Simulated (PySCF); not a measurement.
**TeMe2: geometry, NMR shifts and electronic excitations**

Wanted: the NMR shifts and electronic excitations of TeMe2 (`C[Te]C`), by calculation.

The runs use PySCF 2.14.0, with density-fitted response routines of our own; the level of theory stands in each step. All values are computed, except where a source is named. Atoms count from 0, in the outputs and in this text.

### 1 Starting geometry

9 atoms, charge 0, multiplicity 1; geometry from: GFN2-xTB.

Bonds of the start (Å): Te0–C1 2.16, Te0–C5 2.16, C1–H2 1.08, C1–H3 1.08, C1–H4 1.08, C5–H6 1.08, C5–H7 1.08, C5–H8 1.08.

### 2 Geometry optimisation at PBE0-D3(BJ)/def2-SVP

What the job is given:

```
{"job": {"xc": "PBE0", "basis": "def2-SVP", "d3": "d3bj", "grid": 1, "maxiter": 40, "kind": "geom"}, "charge": 0, "multiplicity": 1}
Te     0.005550     0.008920    -1.491420
C      1.559970    -0.016730     0.010540
H      1.485120    -0.911570     0.615620
H      1.479070     0.856440     0.644940
H      2.516550    -0.005850    -0.492760
C     -1.561000     0.018000    -0.004310
H     -1.501390     0.913020     0.602350
H     -1.468990    -0.855330     0.628630
H     -2.514880    -0.006890    -0.513590
```

**Question.** This job is followed by: GIAO PBE0/pcSseg-1 Te:def2-TZVP NMR shielding, non-relativistic, gas phase; TDDFT CAM-B3LYP/def2-SVPD, vertical, gas phase, core orbitals frozen in the response; GIAO KT2/pcSseg-1 Te:def2-TZVP NMR shielding, non-relativistic, gas phase. Predict these results of the whole session: point group; rotational constants (main isotopes); 13C shifts against TMS (PBE0/def2-TZVP+pcSseg-1, means over atoms taken as alike); 1H shifts against TMS (PBE0/def2-TZVP+pcSseg-1, means over atoms taken as alike); lowest singlet (CAM-B3LYP/def2-SVPD); brightest single state of those computed; lowest triplet; range of the shift of C1.

As calculated:

| quantity | value |
| --- | --- |
| point group | C2v |
| rotational constants (main isotopes) | 8.19, 5.99, 3.62 GHz |
| 13C shifts against TMS (PBE0/def2-TZVP+pcSseg-1, means over atoms taken as alike) | 4.1 ppm |
| 1H shifts against TMS (PBE0/def2-TZVP+pcSseg-1, means over atoms taken as alike) | 1.48 ppm |
| lowest singlet (CAM-B3LYP/def2-SVPD) | 3.65 eV (339 nm), f = 0.000 |
| brightest single state of those computed | state 8, 7.15 eV, f = 0.167 |
| lowest triplet | 3.19 eV |
| range of the shift of C1 | 4.1 to 5.2 ppm |

In words: Relaxing lowered the energy by 0.031 eV in 3 steps; the close pair that moved most is C1–H4, from 1.081 to 1.098 Å. No frequency check was run at this level, so the end point may be a saddle. At PBE0/def2-TZVP+pcSseg-1: The widest tensor belongs to C1, C5: span 28 ppm, with a paramagnetic part of -66 ppm. The lowest singlet, at 3.65 eV, is HOMO→LUMO 0.89, HOMO→LUMO+4 0.10 and is dark; of the 10 states computed, the strongest absorption comes from state 8 at 7.15 eV (the last state computed is bright too, and its partners may lie past the list). The lowest triplet lies 0.46 eV below the lowest singlet (triplets in Tamm-Dancoff, singlets in full TDDFT). Spin-orbit coupling, left out, mixes singlets and triplets in elements this heavy. States above −ε(HOMO) lie where TDDFT describes them poorly and they hang on the basis; the brightest is among them. Across the 2 runs the shift of C1 (with its like atoms) moves most, between 4.1 (PBE0/def2-TZVP+pcSseg-1) and 5.2 ppm (KT2/def2-TZVP+pcSseg-1). Spin-orbit coupling is left out, which matters for shieldings and couplings at and beside the heavy atoms.
